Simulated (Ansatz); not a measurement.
# In7O: the cost of one run

Method: DFT PBE, scalar-relativistic, plane waves, PAW, unless a step names another level, in Ansatz 0.2.0.

4 further runs of the same task are left out: 4 set aside as unsound or not needed.

### Step 1. The system as given

The structure is trigonal, space group P-3m1 (No. 164). The conventional cell has a = 3.349 Å, b = 3.349 Å, c = 20.299 Å, α = 90.00°, β = 90.00°, γ = 120.00°. Around In (site symmetry 3m) lie 3 O at 2.47 Å. In (site symmetry 3m) is surrounded by 12 In at 3.35 to 3.47 Å. Around In (site symmetry -3m) lie 12 In at 3.35 to 3.39 Å. In (site symmetry 3m) is surrounded by 12 In at 3.35 to 3.53 Å. Around O (site symmetry -3m) lie 6 In at 2.47 Å.

Coordinates:

```
In O
1.0
     3.34921    0.00000    0.00000
    -1.67460    2.90050    0.00000
     0.00000    0.00000   20.29908
In O
7 1
Direct
  0.33333 0.66667 0.07573
  0.66667 0.33333 0.92427
  0.66667 0.33333 0.63715
  0.00000 0.00000 0.50000
  0.33333 0.66667 0.36285
  0.66667 0.33333 0.22104
  0.33333 0.66667 0.77896
  0.00000 0.00000 0.00000
```

It came out lowest among 24 distinct ends of the trial cells. At a tolerance of 0.05 Å it has space group P-3m1 (No. 164).

### Step 2. Tight relaxation for the response runs, on the response runs' mesh and smearing

The input, input.yaml:

```yaml
crystal:
  lattice:
    - [3.3492070732, 0.0, 0.0]
    - [-1.6746035366, 2.9004984079, 0.0]
    - [0.0, 0.0, 20.2990838866]
  atoms:
    - { symbol: In, position: [0.3333333333, 0.6666666667, 0.0757314248] }
    - { symbol: In, position: [0.6666666667, 0.3333333333, 0.9242685752] }
    - { symbol: In, position: [0.6666666667, 0.3333333333, 0.6371511054] }
    - { symbol: In, position: [0.0, 0.0, 0.5] }
    - { symbol: In, position: [0.3333333333, 0.6666666667, 0.3628488946] }
    - { symbol: In, position: [0.6666666667, 0.3333333333, 0.2210373153] }
    - { symbol: In, position: [0.3333333333, 0.6666666667, 0.7789626847] }
    - { symbol: O, position: [0.0, 0.0, 0.0] }
basis:
  ecutwfc: 420
kpoints:
  mp_grid: { grid: [12, 12, 2] }
hamiltonian:
  xc: pbe
scf:
  occupations: { method: gaussian, width: 0.1 }
output:
  forces: true
  stress: true
  eigenvalues: true
relax:
  adjacent_minimum: "off"
  f_tol: 0.001
  max_steps: 60
  cell: { stress_tol: 0.01 }
```

Command:

```sh
$ ansatz run input.yaml --threads 3 --pin off --max-ram 7680MiB --backend cpu --events-out ev --progress --plain --runs-dir out
```

**Question.** How long does this run take on 3 threads of Intel Xeon at 2.50GHz (Skylake/Cascade Lake), shared host, and how much memory does it need?

About 70 s, with a peak of 0.79 GiB.
